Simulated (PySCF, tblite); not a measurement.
# C3H13NSi2: infrared bands and NMR shifts

Wanted: the infrared bands and NMR shifts of C3H13NSi2 (`CC(C)[SiH2][SiH2]N`), by calculation.

The runs use tblite 0.8.0 and PySCF 2.14.0, with density-fitted response routines of our own; the level of theory stands in each step. All values are computed, except where a source is named. Atoms count from 0, in the outputs and in this text.

### Step 1. The starting structure

19 atoms, charge 0, multiplicity 1; geometry from: GFN2-xTB.

Bonds of the start (Å): C0–C1 1.53, C1–C2 1.53, C1–Si3 1.92, Si3–Si4 2.31, Si4–N5 1.73, C0–H6 1.09, C0–H7 1.09, C0–H8 1.09, C1–H9 1.10, C2–H10 1.09, C2–H11 1.09, C2–H12 1.09, Si3–H13 1.47, Si3–H14 1.47, Si4–H15 1.47, Si4–H16 1.48, N5–H17 1.01, N5–H18 1.01.

### Step 2. Infrared spectrum with GFN2-xTB

Job settings and geometry (Å):

```
{"job": {"kind": "ir", "xc": "GFN2-xTB", "basis": "xTB"}, "charge": 0, "multiplicity": 1}
C     -1.342322     0.530775     0.999592
C     -1.324768     0.424352    -0.522241
C     -1.602198    -1.014880    -0.944253
Si     0.338721     1.039697    -1.245273
Si     2.128331    -0.294743    -0.662175
N      2.090114    -0.518882     1.052810
H     -1.167284     1.556298     1.320098
H     -2.305619     0.211777     1.398242
H     -0.570536    -0.103294     1.431322
H     -2.135013     1.050801    -0.912838
H     -0.834755    -1.680170    -0.552028
H     -1.615474    -1.106875    -2.028557
H     -2.567045    -1.350015    -0.563473
H      0.481183     2.446114    -0.824527
H      0.168500     1.089189    -2.706672
H      2.098650    -1.674172    -1.164342
H      3.401829     0.274425    -1.150491
H      2.000902     0.290589     1.646374
H      2.746979    -1.161736     1.466465
```

**Question.** This job is followed by: GIAO PBE0/pcSseg-1 NMR shielding, non-relativistic, gas phase. Predict these results of the whole session: strongest single infrared mode (GFN2-xTB); zero-point energy (GFN2-xTB); ¹³C shifts against TMS (PBE0/pcSseg-1, means over atoms taken as alike); ¹H shifts against TMS (PBE0/pcSseg-1, means over atoms taken as alike); ²⁹Si shifts against TMS (PBE0/pcSseg-1); ¹⁵N shifts against NH3 (PBE0/pcSseg-1).

**Answer**, as computed:

| quantity | value |
| --- | --- |
| strongest single infrared mode (GFN2-xTB) | 692 cm⁻¹, 456 km/mol |
| zero-point energy (GFN2-xTB) | 94.8 kcal/mol |
| ¹³C shifts against TMS (PBE0/pcSseg-1, means over atoms taken as alike) | 22.7, 16.7 ppm |
| ¹H shifts against TMS (PBE0/pcSseg-1, means over atoms taken as alike) | 5.13, 3.82, 1.36, 1.33, -0.21 ppm |
| ²⁹Si shifts against TMS (PBE0/pcSseg-1) | -54.0, -70.8 ppm |
| ¹⁵N shifts against NH3 (PBE0/pcSseg-1) | 2.8 ppm |

What this shows: No mode is imaginary among the 51: a minimum at this level. The strongest single mode, at 692 cm⁻¹, is spread over many atoms; the largest shares are those of H16, H15. GFN2-xTB is a fitted tight-binding method: band positions and strengths are rough. Its intensities can rank the bands wrongly. At PBE0/pcSseg-1: The widest tensor belongs to Si4: span 134 ppm, with a paramagnetic part of -476 ppm.
